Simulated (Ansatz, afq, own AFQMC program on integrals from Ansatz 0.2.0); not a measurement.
**GeNH3 (triplet): quantum Monte Carlo beside coupled cluster at distance Ge1–N2 = 1.665 Å, cc-pVDZ**

Aim: compute GeNH3 (triplet) with auxiliary-field quantum Monte Carlo on the same integrals as coupled cluster, and set the energies side by side.

Program: Ansatz 0.2.0, Gaussian basis, and an in-house AFQMC program (afq) on its integrals; all values are calculated. Level of theory: cc-pVDZ, frozen cores. These are calculated values, not measurements.

The runs, in order: PBE (unrestricted); r2SCAN (unrestricted); PBE0 (unrestricted); B3LYP (unrestricted); wB97M-V (unrestricted); B2PLYP (unrestricted); CCSD(T) on UHF; Phaseless AFQMC, CISD trial on UHF.

1 further run of the same task is left out (it didn't finish).

**1. The geometry**

The geometry derives from a PBE0/def2-TZVP stationary point (not a proven minimum). One bond is set to the value named and the two fragments are kept rigid. No spin-orbit coupling is included. The filled d shell of Ge may be among the frozen orbitals whatever the setting's name suggests; the logs give the count.

5 atoms, charge 0, spin multiplicity 3.

Atoms are counted from 1 here; the program's logs count them from 0.

Bond lengths: Ge1–N2 1.665 Å, Ge1–H3 1.537 Å, Ge1–H4 1.537 Å, Ge1–H5 1.537 Å. Angles: N2–Ge1–H3 108.2°, N2–Ge1–H4 108.2°, N2–Ge1–H5 108.2°, H3–Ge1–H4 110.7°, H3–Ge1–H5 110.7°, H4–Ge1–H5 110.7°.

Geometry (Å):

```xyz
5

Ge   -0.2438   -0.0019    0.0008
N     1.4211    0.0108   -0.0044
H    -0.7361    1.4538    0.0038
H    -0.7155   -0.7365    1.2653
H    -0.7235   -0.7338   -1.2623
```

**2. PBE (unrestricted)**

in.yaml reads:

```yaml
crystal:
  periodic: [false, false, false]
  atoms:
    - {symbol: Ge, position_ang: [-0.243841, -0.001854, 0.000763]}
    - {symbol: N, position_ang: [1.421103, 0.010806, -0.004446]}
    - {symbol: H, position_ang: [-0.736128, 1.453773, 0.003819]}
    - {symbol: H, position_ang: [-0.715527, -0.736469, 1.265303]}
    - {symbol: H, position_ang: [-0.723454, -0.733844, -1.262316]}
basis:
  gaussian: {orbitals: cc-pVDZ}
magnetization: {spin_polarized: true, initial_magnetization: 2}
hamiltonian: {xc: {name: PBE}}
output: {orbitals: {seedname: orbitals}}
```

Launch:

```console
ansatz run in.yaml --threads 1 --pin off --events-out ev --progress --plain --max-ram 1382MiB
```

Output:

```text
Functional definition: PBE
  name "PBE"
  cite "Perdew, Burke & Ernzerhof, Phys. Rev. Lett. 77, 3865 (1996) doi:10.1103/PhysRevLett.77.3865"
  parent pbe
  parameter kappa = 0.804
  parameter beta = 0.06672455060314922
  exchange = pbe_x(kappa = kappa, mu = beta*pi^2/3)
  correlation = pbe_c(beta = beta)
747 factors; their error is unknown
mean field evaluation 1: about -58037.8137 eV, gradient 2.6e1 eV
mean field evaluation 2: about -58023.3781 eV, gradient 5.5e1 eV
mean field evaluation 4: about -58041.1859 eV, gradient 2.5e0 eV
mean field evaluation 8: about -58041.2351 eV, gradient 2.8e-2 eV
mean field evaluation 16: about -58041.2251 eV, gradient 2.1e-5 eV
mean field -58041.22506088 eV, -2132.9756792320 hartree, gradient 2.1e-5 eV, S^2 2.006018; 0 other end points of the search recorded, 0 dependent functions left out
reference -58041.22508924 eV, -2132.9756802742 hartree; 22, 20 occupied and 34, 36 virtual orbitals, 747 factors
Total energy: -58041.22508924 eV, -2132.9756802742 hartree
```

It took 1.3 s on 1 thread of Arm Neoverse V2, shared host.

From the report: ⟨S²⟩ of the determinant 2.006 (pure triplet: 2.00).

**3. r2SCAN (unrestricted)**

in.yaml, as its differences from that of step 2:

```diff
@@ -11,3 +11,2 @@
 magnetization: {spin_polarized: true, initial_magnetization: 2}
-hamiltonian: {xc: {name: PBE}}
-output: {orbitals: {seedname: orbitals}}
+hamiltonian: {xc: {name: r2SCAN}}
```

The command is unchanged.

Output:

```text
Functional definition: r2SCAN
  name "r2SCAN"
  cite "Furness, Kaplan, Ning, Perdew & Sun, J. Phys. Chem. Lett. 11, 8208 (2020) doi:10.1021/acs.jpclett.0c02405"
  cite "Furness, Kaplan, Ning, Perdew & Sun, J. Phys. Chem. Lett. 11, 9248 (2020) doi:10.1021/acs.jpclett.0c03077"
  parent r2scan
  parameter k0 = 0.174
  parameter k1 = 0.065
  parameter a1 = 4.9479
  exchange = r2scan_x(k0 = k0, k1 = k1, a1 = a1)
  correlation = r2scan_c
747 factors; their error is unknown
mean field evaluation 1: about -58048.0102 eV, gradient 2.3e1 eV
mean field evaluation 2: about -58041.3754 eV, gradient 4.1e1 eV
mean field evaluation 4: about -58050.8471 eV, gradient 9.1e-1 eV
mean field evaluation 8: about -58050.8466 eV, gradient 5.1e-2 eV
mean field evaluation 16: about -58050.8466 eV, gradient 8.7e-5 eV
mean field -58050.84661253 eV, -2133.3292647336 hartree, gradient 8.7e-5 eV, S^2 2.012452; 0 other end points of the search recorded, 0 dependent functions left out
reference -58050.84662153 eV, -2133.3292650640 hartree; 22, 20 occupied and 34, 36 virtual orbitals, 747 factors
Total energy: -58050.84662153 eV, -2133.3292650640 hartree
```

Wall time 4 s (1 thread of Arm Neoverse V2, shared host).

From the report: ⟨S²⟩ of the determinant 2.012 (pure triplet: 2.00).

**4. PBE0 (unrestricted)**

in.yaml, as its differences from that of step 3:

```diff
@@ -11,2 +11,3 @@
 magnetization: {spin_polarized: true, initial_magnetization: 2}
-hamiltonian: {xc: {name: r2SCAN}}
+hamiltonian: {xc: {name: PBE0}}
+output: {orbitals: {seedname: orbitals}}
```

The command is unchanged.

Output:

```text
Functional definition: PBE0
  name "PBE0"
  cite "Adamo & Barone, J. Chem. Phys. 110, 6158 (1999) doi:10.1063/1.478522"
  cite "Perdew, Burke & Ernzerhof, Phys. Rev. Lett. 77, 3865 (1996) doi:10.1103/PhysRevLett.77.3865"
  parent pbe
  parameter a = 0.25
  parameter kappa = 0.804
  parameter beta = 0.06672455060314922
  exchange = (1 - a)*pbe_x(kappa = kappa, mu = beta*pi^2/3) + a*exact_x
  correlation = pbe_c(beta = beta)
591 factors; integrals over basis functions are off by at most 8.3e-4 eV
mean field evaluation 1: about -58040.5265 eV, gradient 2.1e1 eV
mean field evaluation 2: about -58038.2381 eV, gradient 3.0e1 eV
mean field evaluation 4: about -58042.9890 eV, gradient 3.9e-1 eV
mean field evaluation 8: about -58043.0235 eV, gradient 4.4e-2 eV
mean field evaluation 16: about -58043.0236 eV, gradient 3.1e-5 eV
mean field -58043.02355568 eV, -2133.0417726970 hartree, gradient 3.1e-5 eV, S^2 2.008606; 0 other end points of the search recorded, 0 dependent functions left out
reference -58043.02357706 eV, -2133.0417734824 hartree; 22, 20 occupied and 34, 36 virtual orbitals, 591 factors
Total energy: -58043.02357706 eV, -2133.0417734824 hartree
```

Wall time 1.9 s (1 thread of Arm Neoverse V2, shared host).

From the report: ⟨S²⟩ of the determinant 2.009 (pure triplet: 2.00).

**5. B3LYP (unrestricted)**

in.yaml, as its differences from that of step 4:

```diff
@@ -11,3 +11,2 @@
 magnetization: {spin_polarized: true, initial_magnetization: 2}
-hamiltonian: {xc: {name: PBE0}}
-output: {orbitals: {seedname: orbitals}}
+hamiltonian: {xc: {name: B3LYP}}
```

Launched as before.

Output, shortened:

```text
Functional definition: B3LYP
  name "B3LYP"
  cite "Stephens, Devlin, Chabalowski & Frisch, J. Phys. Chem. 98, 11623 (1994) doi:10.1021/j100096a001"
  cite "Becke, Phys. Rev. A 38, 3098 (1988) doi:10.1103/PhysRevA.38.3098"
  cite "Lee, Yang & Parr, Phys. Rev. B 37, 785 (1988) doi:10.1103/PhysRevB.37.785"
  cite "Vosko, Wilk & Nusair, Can. J. Phys. 58, 1200 (1980) doi:10.1139/p80-159"
[...]
591 factors; integrals over basis functions are off by at most 8.3e-4 eV
[...]
mean field -58053.20532326 eV, -2133.4159457540 hartree, gradient 3.6e-5 eV, S^2 2.008004; 0 other end points of the search recorded, 0 dependent functions left out
reference -58053.20552505 eV, -2133.4159531696 hartree; 22, 20 occupied and 34, 36 virtual orbitals, 591 factors
Total energy: -58053.20552505 eV, -2133.4159531696 hartree
```

Run time: 1.9 s. Hardware: 1 thread of Arm Neoverse V2, shared host.

From the report: ⟨S²⟩ of the determinant 2.008 (pure triplet: 2.00).

**6. wB97M-V (unrestricted)**

in.yaml, as its differences from that of step 5:

```diff
@@ -11,2 +11,3 @@
 magnetization: {spin_polarized: true, initial_magnetization: 2}
-hamiltonian: {xc: {name: B3LYP}}
+hamiltonian: {xc: {name: wB97M-V}}
+output: {orbitals: {seedname: orbitals}}
```

The command is unchanged.

Output, shortened:

```text
Functional definition: wB97M-V
  name "wB97M-V"
  cite "Mardirossian & Head-Gordon, J. Chem. Phys. 144, 214110 (2016) doi:10.1063/1.4952647"
  cite "Becke, J. Chem. Phys. 107, 8554 (1997) doi:10.1063/1.475007"
  cite "Vydrov & Van Voorhis, J. Chem. Phys. 133, 244103 (2010) doi:10.1063/1.3521275"
  # Of w^i u^j: cxij and so on, Table III.
[...]
  gx(w, u) = 1 - cx + cx01*u + cx10*w
  gss(w, u) = css00 + css04*u^4 + css10*w + css20*w^2 + css43*w^4*u^3
  gos(w, u) = cos00 + cos10*w + (cos20 + cos21*u)*w^2 + (cos60 + cos61*u)*w^6
[...]
      + integral(e_c_pw_mod_opposite_spin*gos(b97_w_opposite, b97_u_opposite)) + vv10(b, c)
591 factors; integrals over basis functions are off by at most 8.3e-4 eV
172 factors; integrals over basis functions are off by at most 4.1e-6 eV
[...]
mean field -58047.88955055 eV, -2133.2205947100 hartree, gradient 6.6e-5 eV, S^2 2.007808; 0 other end points of the search recorded, 0 dependent functions left out
reference -58047.88958371 eV, -2133.2205959285 hartree; 22, 20 occupied and 34, 36 virtual orbitals, 591 factors
Total energy: -58047.88958371 eV, -2133.2205959285 hartree
```

Wall time 8 s (1 thread of Arm Neoverse V2, shared host).

From the report: ⟨S²⟩ of the determinant 2.008 (pure triplet: 2.00).

**7. B2PLYP (unrestricted)**

in.yaml, as its differences from that of step 6:

```diff
@@ -11,3 +11,3 @@
 magnetization: {spin_polarized: true, initial_magnetization: 2}
-hamiltonian: {xc: {name: wB97M-V}}
-output: {orbitals: {seedname: orbitals}}
+hamiltonian: {xc: {name: B2PLYP}}
+correlation: {electrons: outside_noble_gas}
```

Launched as before.

Output, shortened:

```text
Functional definition: B2PLYP
  name "B2PLYP"
  cite "Grimme, J. Chem. Phys. 124, 034108 (2006) doi:10.1063/1.2148954"
  cite "Becke, Phys. Rev. A 38, 3098 (1988) doi:10.1103/PhysRevA.38.3098"
  cite "Lee, Yang & Parr, Phys. Rev. B 37, 785 (1988) doi:10.1103/PhysRevB.37.785"
[...]
591 factors; integrals over basis functions are off by at most 8.3e-4 eV
[...]
mean field -58037.08621721 eV, -2132.8235795324 hartree, gradient 5.4e-6 eV, S^2 2.011401; 0 other end points of the search recorded, 0 dependent functions left out
15 core orbitals not correlated: weight in the atoms' cores, before any rotation towards them, 0.988 or more for the frozen orbitals, at most 0.010 for the correlated occupied ones
reference -58037.08634701 eV, -2132.8235843024 hartree; 7, 5 occupied and 34, 36 virtual orbitals, 591 factors
second order -6.63872275 eV of doubles, -0.00000000 eV of singles
Total energy: -58038.87880215 eV, -2132.8894558139 hartree
```

It took 1.9 s on 1 thread of Arm Neoverse V2, shared host.

From the report: ⟨S²⟩ of the determinant 2.011 (pure triplet: 2.00).

**8. CCSD(T) on UHF**

in.yaml, as its differences from that of step 7:

```diff
@@ -11,3 +11,2 @@
 magnetization: {spin_polarized: true, initial_magnetization: 2}
-hamiltonian: {xc: {name: B2PLYP}}
-correlation: {electrons: outside_noble_gas}
+correlation: {method: ccsd_t, electrons: outside_noble_gas, hamiltonian_folder: ham}
```

Same command.

Output, shortened:

```text
Functional definition: HF
  name "HF"
  cite "Fock, Z. Phys. 61, 126 (1930) doi:10.1007/BF01340294"
  parent pbe
[...]
591 factors; integrals over basis functions are off by at most 8.3e-4 eV
[...]
mean field -57999.11273070 eV, -2131.4280796426 hartree, gradient 1.8e-6 eV, S^2 2.016211; 2 other end points of the search recorded, 0 dependent functions left out
determinant -57999.11273070 eV, -2131.4280796426 hartree, with singles and doubles -58005.50333951 eV, -2131.6629301846 hartree
determinant -57997.17605007 eV, -2131.3569079423 hartree, with singles and doubles -58003.57038189 eV, -2131.5918953023 hartree
determinant -57997.17599424 eV, -2131.3569058906 hartree, with singles and doubles -58003.57038975 eV, -2131.5918955910 hartree
15 core orbitals not correlated: weight in the atoms' cores, before any rotation towards them, 0.990 or more for the frozen orbitals, at most 0.009 for the correlated occupied ones
reference -57999.11273070 eV, -2131.4280796426 hartree; 7, 5 occupied and 34, 36 virtual orbitals, 591 factors
second order -5.29656304 eV of doubles, -0.00000000 eV of singles
cycle   1  -6.39080927 eV  change   -2.0e-4 eV  update   7.0e-4
[...]
cycle   7  -6.39129363 eV  change   -4.5e-7 eV  update   2.5e-6
perturbative correction -0.12767618 eV, -0.0046920131 hartree
Total energy: -58005.63170051 eV, -2131.6676473645 hartree
```

Run time: 3 s. Hardware: 1 thread of Arm Neoverse V2, shared host.

From the report: ⟨S²⟩ of the determinant 2.016 (pure triplet: 2.00); correlation -6.5190 eV; T1 0.018; largest double amplitude 0.03.

This run also writes the integrals to the folder ham.

**9. Phaseless AFQMC, CISD trial on UHF**

It reads the integrals that the CCSD(T) run on this determinant wrote.

Launch:

```console
afq ham --method phaseless --trial cisd --walkers 60 --populations 1 --least-time 40 --time-step 0.005 --steps-per-block 50 --equilibration-blocks 28 --max-blocks 300 --target-error 0.00042 --factor-cut 1e-05 --start spin_pure --seed 1364 --release-times 0.24,0.51,0.99,1.62,2.4 --release-step 0.03 --release-every 4 --taylor-order 6
```

Output:

```text
orbitals 41  electrons 7 5  factors 337 of 591
reference energy -2131.42807964 Eh
CCSD correlation -0.23487555 Eh in 12 cycles, weight of the determinant in the CISD state 0.8927
energy of the start -2131.662647 Eh
 block  time / (1/Eh)  mean weight  energy / Eh
     1     0.250  1.0007  -2131.659518
     2     0.500  0.9994  -2131.660950
     3     0.750  1.0003  -2131.666397
     4     1.000  1.0002  -2131.668296
     5     1.250  1.0001  -2131.666100
     6     1.500  0.9998  -2131.667514
     7     1.750  0.9997  -2131.665618
     8     2.000  0.9978  -2131.667397
     9     2.250  1.0023  -2131.668478
    10     2.500  1.0012  -2131.668567
    13     3.250  0.9996  -2131.669554
    17     4.250  0.9970  -2131.665686
    21     5.250  1.0000  -2131.668084
    25     6.250  0.9999  -2131.672602
    29     7.250  0.9981  -2131.671362
    33     8.250  0.9996  -2131.670878
    37     9.250  1.0014  -2131.665134
    41    10.250  1.0004  -2131.670507
    45    11.250  0.9980  -2131.670964
    49    12.250  1.0003  -2131.667154
    53    13.250  0.9981  -2131.668101
    57    14.250  1.0024  -2131.669307
    61    15.250  1.0034  -2131.665734
    65    16.250  1.0028  -2131.672660
    69    17.250  0.9966  -2131.670722
    73    18.250  1.0021  -2131.670134
    77    19.250  1.0007  -2131.666854
    81    20.250  0.9997  -2131.666191
    85    21.250  1.0013  -2131.665924
    89    22.250  1.0009  -2131.671266
    93    23.250  0.9997  -2131.669680
    97    24.250  1.0046  -2131.670161
   101    25.250  0.9989  -2131.664121
   105    26.250  0.9985  -2131.666582
   109    27.250  0.9994  -2131.668591
   113    28.250  1.0028  -2131.674059
   117    29.250  0.9976  -2131.668855
   121    30.250  0.9999  -2131.668601
   125    31.250  1.0008  -2131.669888
   129    32.250  1.0002  -2131.671698
   133    33.250  1.0017  -2131.669581
   137    34.250  1.0034  -2131.668915
   141    35.250  0.9995  -2131.665927
   145    36.250  0.9986  -2131.670848
   149    37.250  1.0004  -2131.666428
   153    38.250  0.9998  -2131.669125
   157    39.250  1.0022  -2131.666750
   161    40.250  0.9995  -2131.666976
   165    41.250  0.9977  -2131.668115
   169    42.250  1.0003  -2131.669540
   173    43.250  1.0016  -2131.668828
   177    44.250  1.0001  -2131.669965
   181    45.250  0.9999  -2131.669250
   185    46.250  1.0001  -2131.667153
blocks merged  error / Eh  count
     1  0.000216  160
     2  0.000264  80
     4  0.000329  40
     8  0.000330  20
    16  0.000364  10
released: time / (1/Eh)  energy / Eh  error  mean overlap
  0.24  -2131.669100  0.000334  0.9837
  0.51  -2131.669198  0.000382  0.9932
  0.99  -2131.668794  0.000418  1.0013
  1.62  -2131.668900  0.000493  1.0023
  2.40  -2131.668948  0.000532  0.9938
energy -2131.668538 +/- 0.000330 Eh
```

Run time: 5.3 min. Hardware: 1 thread of Arm Neoverse V2, shared host.

Energy -58005.6559 ± 0.0090 eV. Caveats: constraint bias not in the error.

**10. All levels side by side**

On the UHF determinant, counted from CCSD(T) (a yardstick, not exact):

```
                                              level  energy (eV)  from CCSD(T) (kJ/mol)  statistical error (kJ/mol)     time
                                                 HF  -57999.1127                 +629.0                                     
                                                MP2  -58004.4093                 +117.9                                     
                                               CCSD  -58005.5040                  +12.3                                     
                                            CCSD(T)  -58005.6317                    0.0                                     
Phaseless AFQMC, CISD trial, step 0.005, 60 walkers  -58005.6559                   -2.3                         0.9  5.3 min
```

The functionals' totals stand on their own zeros and serve differences with other points: PBE -58041.225 eV; r2SCAN -58050.847 eV; PBE0 -58043.024 eV; B3LYP -58053.206 eV; wB97M-V -58047.890 eV; B2PLYP -58038.879 eV.

**11. Outcome**

| quantity | value |
| --- | --- |
| Phaseless AFQMC, CISD trial on UHF from CCSD(T) | -2.3 ± 0.9 kJ/mol |

What this shows: On UHF the phaseless walk with the CISD trial lies -2.3 kJ/mol from CCSD(T), within three error bars. Error bars are statistical and leave out the constraint, the time step and what remains of the start.
